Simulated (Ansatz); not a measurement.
**CH4Si (SMILES C[SiH]) at CCSDTQ/STO-3G**

What is the electronic atomisation energy of CH4Si at CCSDTQ/STO-3G? 

The calculation is run with Ansatz 0.2.0.

47 further runs of the same task are left out: 47 set aside as unsound or not needed.

### 1 The structure to begin with

CH4Si: 6 atoms, total charge 0, spin state singlet. As SMILES, `C[SiH]`. The coordinates come from a PBE0-D4/def2-TZVP relaxation.

Bond lengths: C1–Si2 1.892 Å, C1–H3 1.098 Å, C1–H4 1.091 Å, C1–H5 1.098 Å, Si2–H6 1.531 Å. Angles: C1–Si2–H6 94.2°, Si2–C1–H3 109.7°, Si2–C1–H4 113.8°, Si2–C1–H5 109.5°, H3–C1–H4 109.0°, H3–C1–H5 105.5°, H4–C1–H5 109.0°.

### 2 The energy at CCSDTQ/STO-3G

run.yaml reads:

```yaml
crystal:
  periodic: [false, false, false]
  atoms:
    - {symbol: C, position_ang: [-0.093500, -0.366000, -0.370300]}
    - {symbol: Si, position_ang: [0.917300, 0.209800, 1.122300]}
    - {symbol: H, position_ang: [-1.156900, -0.410100, -0.102200]}
    - {symbol: H, position_ang: [0.215000, -1.335600, -0.763000]}
    - {symbol: H, position_ang: [-0.024000, 0.382000, -1.170800]}
    - {symbol: H, position_ang: [0.142200, 1.520000, 1.284000]}
basis:
  gaussian: {orbitals: STO-3G}
correlation: {method: ccsdtq, frozen_orbitals: {C: 1, H: 0, Si: 5}}
accuracy: high
scf: {omitted_lower_state_checks: [cluster_reference, increment]}
```

Command:

```bash
$ ansatz run run.yaml --threads 1 --pin off --max-ram 2610MiB --events-out events.jsonl --progress --plain --runs-dir runs
```

Output:

```text
Warning: RAYON_NUM_THREADS=1 ignored (pool sized by the plan → 1); use --threads N
Functional definition: HF
  name "HF"
  exchange = exact_x
  correlation = 0
these checks for a lower state are left out or cut short: cluster_reference, increment
311 factors; integrals over basis functions are off by at most 1.2e-8 eV
mean field evaluation 1: about -8850.5024 eV, gradient 8.1e0 eV
mean field evaluation 2: about -8850.5579 eV, gradient 8.0e0 eV
mean field evaluation 4: about -8850.8734 eV, gradient 4.3e-1 eV
mean field evaluation 8: about -8850.8737 eV, gradient 7.0e-7 eV
mean field -8850.87368916 eV, -325.2636087388 hartree, gradient 7.3e-8 eV, S^2 0.000000; 0 other end points of the search recorded, 0 dependent functions left out; unrestricted orbitals would lower it
6 core orbitals not correlated: weight in the atoms' cores, before any rotation towards them, 1.000 or more for the frozen orbitals, at most 0.000 for the correlated occupied ones
reference -8850.87368916 eV, -325.2636087388 hartree; 6, 6 occupied and 6, 6 virtual orbitals, 311 factors
second order -2.29030389 eV of doubles, -0.00000000 eV of singles
cycle   1  -2.86874390 eV  change   -5.8e-1 eV  update   6.6e-2
cycle   2  -3.21962483 eV  change   -3.5e-1 eV  update   2.9e-2
cycle   3  -3.23482783 eV  change   -1.5e-2 eV  update   6.9e-3
cycle   4  -3.23665961 eV  change   -1.8e-3 eV  update   3.6e-3
cycle   5  -3.23598729 eV  change    6.7e-4 eV  update   1.3e-3
cycle   6  -3.23550535 eV  change    4.8e-4 eV  update   6.0e-4
cycle   7  -3.23553226 eV  change   -2.7e-5 eV  update   2.2e-4
cycle   8  -3.23559590 eV  change   -6.4e-5 eV  update   9.6e-5
cycle   9  -3.23560087 eV  change   -5.0e-6 eV  update   5.1e-5
cycle  10  -3.23559922 eV  change    1.6e-6 eV  update   1.9e-5
cycle  11  -3.23559923 eV  change   -2.8e-9 eV  update   6.8e-6
cycle  12  -3.23559995 eV  change   -7.2e-7 eV  update   1.8e-6
cycle  13  -3.23560083 eV  change   -8.9e-7 eV  update   8.5e-7
cycle  14  -3.23560111 eV  change   -2.8e-7 eV  update   4.9e-7
cycle  15  -3.23560119 eV  change   -7.5e-8 eV  update   1.2e-7
cycle  16  -3.23560116 eV  change    2.3e-8 eV  update   3.4e-8
cycle  17  -3.23560117 eV  change   -2.6e-9 eV  update   1.8e-8
cycle  18  -3.23560114 eV  change    3.1e-8 eV  update   1.3e-8
cycle  19  -3.23560111 eV  change    2.3e-8 eV  update   6.1e-9
cycle  20  -3.23560111 eV  change    5.1e-9 eV  update   2.3e-9
cycle  21  -3.23560111 eV  change  -3.6e-10 eV  update   1.3e-9
Total energy: -8854.10929027 eV, -325.3825148864 hartree
Checks for a lower state left out: cluster_reference, increment
```

Run time: 2.5 s. Hardware: 1 thread of Arm Neoverse V2, shared host.

### 3 The C atom, same level

molecule.yaml reads:

```yaml
basis:
  gaussian:
    orbitals: STO-3G
crystal:
  periodic: [false, false, false]
  atoms:
    - {symbol: C, position_ang: [0.000000, 0.000000, 0.000000]}
magnetization:
  spin_polarized: true
  initial_magnetization: 2
correlation:
  method: ccsdtq
  frozen_orbitals: {C: 1}
accuracy: high
scf:
  omitted_lower_state_checks: [cluster_reference, increment]
```

Run the same way, it converges to -37.21862 Eh (log not shown).

### 4 The H atom: the energy at UHF/STO-3G

run.yaml reads:

```yaml
crystal:
  periodic: [false, false, false]
  atoms:
    - {symbol: H, position_ang: [0.000000, 0.000000, 0.000000]}
basis:
  gaussian:
    orbitals: STO-3G
accuracy: high
hamiltonian:
  xc: hf
magnetization:
  spin_polarized: true
  initial_magnetization: 1
total_charge: 0
```

Command:

```bash
$ ansatz run run.yaml --threads 1 --pin off --max-ram 2610MiB --events-out events.jsonl --progress --plain --runs-dir runs
```

Output:

```text
Warning: RAYON_NUM_THREADS=1 ignored (pool sized by the plan → 1); use --threads N
[... 4 set-up lines as earlier in the session ...]
1 factors; integrals over basis functions are off by at most 4.6e-10 eV
mean field evaluation 1: about -12.6963 eV, gradient 0.0e0 eV
mean field evaluation 2: about -12.6963 eV, gradient 0.0e0 eV
mean field -12.69633895 eV, -0.4665818504 hartree, gradient 0.0e0 eV, S^2 0.750000; 0 other end points of the search recorded, 0 dependent functions left out
reference -12.69633895 eV, -0.4665818504 hartree; 1, 0 occupied and 0, 1 virtual orbitals, 1 factors
Total energy: -12.69633895 eV, -0.4665818504 hartree
```

Wall time 0.02 s (1 thread of Arm Neoverse V2, shared host).

### 5 The Si atom

molecule.yaml reads:

```yaml
crystal:
  periodic: [false, false, false]
  atoms:
    - {symbol: Si, position_ang: [0.000000, 0.000000, 0.000000]}
basis:
  gaussian:
    orbitals: STO-3G
accuracy: high
correlation:
  method: ccsdtq
  frozen_orbitals: {Si: 5}
magnetization:
  spin_polarized: true
  initial_magnetization: 2
scf:
  omitted_lower_state_checks: [cluster_reference, increment]
```

Run the same way, it converges to -285.47963 Eh (log not shown).

### 6 What came out

At CCSDTQ/STO-3G, 6 core orbitals frozen:

| quantity | value |
| --- | --- |
| molecule: total energy | -325.38251 Eh |
| molecule: correlation energy (6 core orbitals frozen) | -118.9 mEh |
| molecule: T1 diagnostic | 0.007 |
| C atom: total energy | -37.21862 Eh |
| C atom: correlation energy (1 core orbital frozen) | -20.2 mEh |
| C atom: ⟨S²⟩ of the reference determinant | 2.000 |
| C atom: T1 diagnostic | 0.000 |
| H atom: total energy | -0.46658 Eh |
| H atom: ⟨S²⟩ | 0.750 |
| Si atom: total energy | -285.47963 Eh |
| Si atom: correlation energy (5 core orbitals frozen) | -13.4 mEh |
| Si atom: ⟨S²⟩ of the reference determinant | 2.000 |
| Si atom: T1 diagnostic | 0.000 |
| electronic atomisation energy | 22.257 eV |

**Reading.** Taking the molecule apart into free atoms costs 22.26 eV (513 kcal/mol), before zero-point energy and without spin-orbit coupling. In a minimal basis such a difference can be off by several eV, whatever the method. The restricted solution (molecule) is unstable to spin breaking: an unrestricted one lies lower.
